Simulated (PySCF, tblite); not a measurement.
# C6H4N2O: a rotation path, then NMR shifts on frames, part 1 of 2

Aim: move C6H4N2O (`C=C(C#N)O/C=C\C#N`) away from its starting geometry and see how NMR shifts follow the geometry.

The runs use tblite 0.8.0 and PySCF 2.14.0, with density-fitted response routines of our own; the level of theory stands in each step. All values are computed, except where a source is named. Atoms count from 0, in the outputs and in this text.

**1. The starting structure**

13 atoms, charge 0, multiplicity 1; geometry from: GFN2-xTB.

Bonds of the start (Å): C0–C1 1.34, C1–C2 1.42, C2–N3 1.15, C1–O4 1.36, O4–C5 1.35, C5–C6 1.34, C6–C7 1.41, C7–N8 1.15, C0–H9 1.07, C0–H10 1.07, C5–H11 1.09, C6–H12 1.08.

**2. The rotation path with GFN2-xTB**

Job settings and geometry (Å):

```
{"job": {"kind": "neb", "xc": "GFN2-xTB", "basis": "xTB", "atoms": [2, 1, 4, 5], "turn": 180}, "charge": 0, "multiplicity": 1}
C     -2.317529     0.833751    -0.228151
C     -1.322968    -0.058522    -0.258072
C     -1.619323    -1.451679    -0.236510
N     -1.876899    -2.567928    -0.218842
O     -0.026383     0.361744    -0.308437
C      0.984249    -0.528267    -0.336455
C      2.260476    -0.125205    -0.386913
C      2.629827     1.230696    -0.413510
N      2.944743     2.333277    -0.435523
H     -2.103982     1.887088    -0.244330
H     -3.342120     0.515526    -0.188893
H      0.724936    -1.582093    -0.317578
H      3.060585    -0.847901    -0.409312
```

Level: GFN2-xTB climbing-image nudged elastic band, gas phase.

The run is started by

```console
OMP_NUM_THREADS=1 python probes_run.py task.json out
```

One launch serves the whole session: the jobs run in the order shown.

The log of the run:

```text
image   E - E0 / eV
  0       0.0000
  1       0.0197
  2       0.0843
  3       0.1721
  4       0.2127
  5       0.1540
  6       0.0837
  7       0.0806
  8       0.0805
```

Run time: 9.4 s. Hardware: 1 thread, shared host.

The final band, with the dihedral C2–C1–O4–C5:

```
image  dihedral (°)  energy (eV)  energy (kcal/mol)
    0             0        0.000                0.0
    1            22        0.020                0.5
    2            45        0.084                1.9
    3            69        0.172                4.0
    4            96        0.213                4.9
    5           123        0.154                3.6
    6           146        0.084                1.9
    7           163        0.081                1.9
    8           180        0.081                1.9
```

**3. Nuclear shieldings: image 0, PBE0/pcSseg-1**

Job settings and geometry (Å):

```
{"job": {"kind": "nmr", "xc": "PBE0", "basis": "pcSseg-1", "pop": false}, "charge": 0, "multiplicity": 1}
C     -2.317500     0.833800    -0.228200
C     -1.323000    -0.058500    -0.258100
C     -1.619300    -1.451700    -0.236500
N     -1.876900    -2.567900    -0.218800
O     -0.026400     0.361700    -0.308400
C      0.984200    -0.528300    -0.336500
C      2.260500    -0.125200    -0.386900
C      2.629800     1.230700    -0.413500
N      2.944700     2.333300    -0.435500
H     -2.104000     1.887100    -0.244300
H     -3.342100     0.515500    -0.188900
H      0.724900    -1.582100    -0.317600
H      3.060600    -0.847900    -0.409300
```

With the program's defaults for keys left out, this is: GIAO PBE0/pcSseg-1 NMR shielding, non-relativistic, gas phase.

The log of the run:

```text
coarse grid: 12208 points
cycle   1  E = -414.9630916699  dE =  1.632e+00  |g| = 7.221e-01  |ddm| = 3.614e+00
cycle   2  E = -414.5731662220  dE =  3.899e-01  |g| = 1.503e+00  |ddm| = 1.803e+00
cycle   3  E = -415.0753714334  dE = -5.022e-01  |g| = 1.983e-01  |ddm| = 1.262e+00
cycle   4  E = -415.0819849308  dE = -6.613e-03  |g| = 8.570e-02  |ddm| = 1.863e-01
cycle   5  E = -415.0834042537  dE = -1.419e-03  |g| = 1.623e-02  |ddm| = 6.903e-02
cycle   6  E = -415.0834646726  dE = -6.042e-05  |g| = 5.802e-03  |ddm| = 1.734e-02
cycle   7  E = -415.0834709208  dE = -6.248e-06  |g| = 2.821e-03  |ddm| = 5.995e-03
final grid: 121928 points
cycle   8  E = -415.1454571794  dE = -2.073e-05  |g| = 1.020e-02  |ddm| = 3.089e-02
cycle   9  E = -415.1454093934  dE =  4.779e-05  |g| = 1.848e-02  |ddm| = 1.856e-02
cycle  10  E = -415.1454754002  dE = -6.601e-05  |g| = 3.392e-03  |ddm| = 1.327e-02
cycle  11  E = -415.1454778995  dE = -2.499e-06  |g| = 6.795e-04  |ddm| = 2.540e-03
cycle  12  E = -415.1454779856  dE = -8.603e-08  |g| = 9.851e-05  |ddm| = 5.406e-04
cycle  13  E = -415.1454779861  dE = -5.286e-10  |g| = 8.165e-05  |ddm| = 1.251e-04
cycle  14  E = -415.1454779875  dE = -1.457e-09  |g| = 2.299e-05  |ddm| = 6.898e-05
cycle  15  E = -415.1454779876  dE = -1.039e-10  |g| = 8.331e-06  |ddm| = 2.200e-05
converged SCF energy = -415.1454779876

GIAO shielding tensors (ppm)
atom      isotropic    diamagn.    paramagn.     s11        s22        s33       span
  0 C       64.037     252.654    -188.618    -50.001     81.061    161.051    211.053
  1 C       46.949     250.179    -203.230    -53.006     94.794     99.058    152.064
  2 C       70.905     262.601    -191.696    -41.965    -37.889    292.571    334.536
  3 N      -66.683     339.390    -406.073   -235.728   -188.504    224.183    459.912
  4 O      135.509     401.383    -265.874     50.541     86.896    269.091    218.550
  5 C       23.881     253.937    -230.056    -83.714     48.866    106.491    190.205
  6 C      101.618     257.702    -156.084     15.720    127.656    161.480    145.760
  7 C       68.858     259.193    -190.335    -45.419    -42.095    294.087    339.505
  8 N      -63.205     340.343    -403.548   -222.970   -187.853    221.207    444.177
  9 H       25.616      30.478      -4.862     22.694     24.302     29.853      7.159
 10 H       25.782      27.477      -1.695     22.664     24.946     29.735      7.071
 11 H       24.184      32.393      -8.209     21.400     21.929     29.223      7.823
 12 H       26.992      27.729      -0.737     23.611     28.220     29.145      5.534
```

Run time: 70 s. Hardware: 1 thread, shared host.

The references, computed at this level on geometries of the same kind, shield at (ppm): 1H TMS 31.72, 13C TMS 186.9, 15N NH3 267.7, 17O H2O 336.1. Their shielding less the atom's gives the shift. The references are single molecules in the gas phase, so shifts against H2O, NH3, PH3, H3PO4 or CFCl3 are not on the usual liquid scales and can be off by tens of ppm. Each atom is listed at this fixed geometry, with no averaging over motion; a spectrum would average atoms that exchange fast.

```
atoms                                                  environment  σ (ppm)  δ (ppm)
   C5                                 alkene carbon bearing oxygen     23.9    163.0
   C1                                 alkene carbon bearing oxygen     46.9    140.0
   C0                β carbon of an enol-ether or enamine type C=C     64.0    122.9
   C7                                               nitrile carbon     68.9    118.1
   C2                                               nitrile carbon     70.9    116.0
   C6                β carbon of an enol-ether or enamine type C=C    101.6     85.3
  H11                  hydrogen on an alkene carbon bearing oxygen    24.18     7.53
   H9  hydrogen on a β carbon of an enol-ether or enamine type C=C    25.62     6.10
  H10  hydrogen on a β carbon of an enol-ether or enamine type C=C    25.78     5.94
  H12  hydrogen on a β carbon of an enol-ether or enamine type C=C    26.99     4.72
   N3                                             nitrile nitrogen    -66.7    334.4
   N8                                             nitrile nitrogen    -63.2    330.9
   O4                                                 ether oxygen    135.5    200.6
```

Orbitals, density, ELF and potential are computed afterwards from the orbital file.

Frontier orbitals at PBE0/pcSseg-1, with the share of their density that lies nearest to each atom:

```
orbital  energy (eV)                    lies on
   HOMO        -7.61  C6 22 %; O4 17 %; C0 15 %
   LUMO        -2.08  C0 27 %; C1 19 %; N3 15 %
```

ELF in a plane through or near 13 of the atoms.

Ten even steps from ' ' (0.00) to '@' (1.00):
```
                                                        
                                                        
            ..                                          
      ..++####**--              ..**##==                
      ++%%@@@@%%++::            %%@@@@@@--              
    ::**@@@@==##**--..          %%@@@@@@==..            
    ..++##++%%**##==..  ..::..  ==@@@@%%++**##++        
    ..--++##%%==****  ..##%%##....++::--%%@@@@@@--      
      ::++##--%%--++  ..%%%%##++--%%++--@@@@@@@@==      
        ::==**%%%%++--::##::::%%--==**----##%%**        
            --**==--%%::####****--::**::                
          **@@@@--++##==::==..  ##%%==**++::            
        ==@@@@@@%%--==##@@@@==  ++..@@**##==..          
        --@@@@@@##  ::@@@@@@++  **%%%%####++::          
          ++%%%%::  ..%%@@@@--  ==##--**####==          
                      ::==      ==##%%@@@@%%==          
                                --**%%@@@@##::          
                                  ::==++==::            
                                                        
                                                        
```
The map spans 11.7 Å across and 9.8 Å up, centred on the molecule. Atoms in the plane (x, y in Å): C0 (2.2, 1.1), C1 (1.3, 0.1), C2 (1.8, -1.2), N3 (2.2, -2.3), O4 (0.0, 0.4), C5 (-0.9, -0.7), C6 (-2.2, -0.4), C7 (-2.8, 0.9), N8 (-3.2, 1.9), H9 (1.8, 2.2), H10 (3.2, 1.0), H11 (-0.5, -1.7), H12 (-2.9, -1.3).

On the surface of density 0.002 e/bohr³ the electrostatic potential runs, from the 1st to the 99th percentile, from -1.75 V near N8 to 1.70 V near H11.

**4. NMR shieldings: image 2, PBE0/pcSseg-1**

Job settings and geometry (Å):

```
{"job": {"kind": "nmr", "xc": "PBE0", "basis": "pcSseg-1", "pop": false}, "charge": 0, "multiplicity": 1}
C     -2.296700     0.751300    -0.473700
C     -1.320000    -0.088000    -0.127200
C     -1.619500    -1.417600     0.288200
N     -1.887700    -2.477300     0.630700
O     -0.018700     0.342900    -0.114700
C      0.953200    -0.455100    -0.601000
C      2.233000    -0.062400    -0.613500
C      2.664900     1.159200    -0.067500
N      3.032700     2.146800     0.384900
H     -2.060200     1.753700    -0.783200
H     -3.326500     0.449800    -0.439000
H      0.649900    -1.412500    -1.013200
H      2.991300    -0.690100    -1.053300
```

With the program's defaults for keys left out, this is: GIAO PBE0/pcSseg-1 NMR shielding, non-relativistic, gas phase.

The log of the run:

```text
coarse grid: 12208 points
cycle   1  E = -414.9615290449  dE =  1.618e+00  |g| = 7.226e-01  |ddm| = 3.604e+00
cycle   2  E = -414.5741997501  dE =  3.873e-01  |g| = 1.501e+00  |ddm| = 1.842e+00
cycle   3  E = -415.0737749379  dE = -4.996e-01  |g| = 2.007e-01  |ddm| = 1.291e+00
cycle   4  E = -415.0805642873  dE = -6.789e-03  |g| = 8.612e-02  |ddm| = 1.921e-01
cycle   5  E = -415.0819849328  dE = -1.421e-03  |g| = 1.619e-02  |ddm| = 7.055e-02
cycle   6  E = -415.0820431888  dE = -5.826e-05  |g| = 5.830e-03  |ddm| = 1.706e-02
cycle   7  E = -415.0820490504  dE = -5.862e-06  |g| = 3.092e-03  |ddm| = 6.049e-03
final grid: 121928 points
cycle   8  E = -415.1441157295  dE = -1.730e-05  |g| = 1.141e-02  |ddm| = 2.941e-02
cycle   9  E = -415.1440440757  dE =  7.165e-05  |g| = 2.198e-02  |ddm| = 2.179e-02
cycle  10  E = -415.1441390356  dE = -9.496e-05  |g| = 3.441e-03  |ddm| = 1.576e-02
cycle  11  E = -415.1441415803  dE = -2.545e-06  |g| = 6.961e-04  |ddm| = 2.632e-03
cycle  12  E = -415.1441416694  dE = -8.904e-08  |g| = 1.180e-04  |ddm| = 5.966e-04
cycle  13  E = -415.1441416704  dE = -1.083e-09  |g| = 9.120e-05  |ddm| = 1.459e-04
cycle  14  E = -415.1441416723  dE = -1.900e-09  |g| = 2.268e-05  |ddm| = 7.429e-05
cycle  15  E = -415.1441416724  dE = -9.254e-11  |g| = 1.009e-05  |ddm| = 2.318e-05
converged SCF energy = -415.1441416724

GIAO shielding tensors (ppm)
atom      isotropic    diamagn.    paramagn.     s11        s22        s33       span
  0 C       58.507     252.143    -193.636    -59.453     75.666    159.307    218.760
  1 C       46.726     249.743    -203.017    -57.061     93.864    103.375    160.436
  2 C       69.120     261.247    -192.128    -46.426    -38.357    292.142    338.569
  3 N      -59.704     339.532    -399.236   -225.290   -190.402    236.578    461.868
  4 O      137.884     401.923    -264.039     57.601    116.360    239.690    182.089
  5 C       22.570     254.017    -231.448    -85.050     46.820    105.939    190.989
  6 C      101.102     258.148    -157.046     14.081    127.465    161.762    147.681
  7 C       69.149     259.288    -190.139    -45.339    -41.236    294.021    339.359
  8 N      -63.515     340.426    -403.942   -224.009   -188.312    221.775    445.784
  9 H       25.493      30.269      -4.776     22.097     24.493     29.889      7.793
 10 H       25.624      27.516      -1.892     22.216     25.057     29.600      7.384
 11 H       24.683      31.404      -6.720     22.363     23.027     28.660      6.297
 12 H       27.007      27.620      -0.612     23.760     28.144     29.119      5.358
```

It took 58 s on 1 thread, shared host.

Key values: δ C5 164.4, C1 140.2, C0 128.4, C2 117.8, H11 7.03, H9 6.22 ppm.

(Continued in part 2 of 2.)
